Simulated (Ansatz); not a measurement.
# Sc: convergence and cost

One table from this session's results is given with a row withheld; the runs are named, their logs left out.

Computed with Ansatz 0.2.0 (DFT PBEsol, scalar-relativistic, plane waves, PAW, unless a step's input says otherwise).

### The starting structure

The structure is tetragonal, space group I4/mmm (No. 139). The conventional cell has a = 3.834 Å, b = 3.834 Å, c = 3.435 Å, α = 90.00°, β = 90.00°, γ = 90.00°. Sc (site symmetry 4/mmm) is surrounded by 10 Sc at 3.21 to 3.44 Å.

As a file:

```xyz
1
Lattice="-1.9172 1.9172 1.7176 1.9172 -1.9172 1.7176 1.9172 1.9172 -1.7176" Properties=species:S:1:pos:R:3 pbc="T T T"
Sc    0.0000    0.0000    0.0000
```

Source of the structure: the Materials Project (structure only). It is taken as it stands there.

Set-up of the first run:

The input, input.yaml:

```yaml
crystal:
  lattice:
    - [-1.9172054859, 1.9172054859, 1.717603]
    - [1.9172054859, -1.9172054859, 1.717603]
    - [1.9172054859, 1.9172054859, -1.717603]
  atoms:
    - { symbol: Sc, position: [0.0, 0.0, 0.0] }
basis:
  ecutwfc: 420
kpoints:
  mp_grid: { grid: [8, 8, 8] }
hamiltonian:
  xc: pbesol
scf:
  occupations: { method: gaussian, width: 0.1 }
output:
  forces: true
  stress: true
  eigenvalues: true
```

Steps of the session up to this table: Probe: one point at the start; The base run, for reference; Plane-wave cutoff: 250 eV; Plane-wave cutoff set to 300 eV; Plane-wave cutoff set to 350 eV; Plane-wave cutoff: 500 eV.

One of the session's tables, all rows but one given; the rest of the session is left out.

It belongs to the step «The sweep of the plane-wave cutoff side by side». 

| cutoff (eV) | ΔE (meV/atom) | pressure (GPa) |
| --- | --- | --- |
| 250 | 319 | -3.04 |
| 300 | 27.3 | -2.87 |
| 350 | ? | ? |
| 420 | 0.31 | -2.89 |
| 500 | 0.00 | -2.89 |

Estimate the missing values for cutoff (eV) = 350.

Worked estimate for «ΔE (meV/atom)». A straight line through the neighbours (300, 27.3) and (420, 0.31) gives 27.3 + (0.31 − 27.3) × (350 − 300) / (420 − 300) = 16.05; a parabola fitted to 4 rows on both sides gives -3.72.

The run gave: ΔE (meV/atom): 1.19; pressure (GPa): -2.89. In «ΔE (meV/atom)» the line misses by +14.86 and the parabola by -4.91.

For the plane-wave cutoff, the energy stays within 1 meV/atom of the reference from 420 eV on. Total energies converge more slowly with the cutoff than differences between like structures do. The pressure is off by up to 0.1 GPa.

To keep in mind: The settings are coarse, so take the values as rough. Warnings in the runs' records: cutoff below recommended.
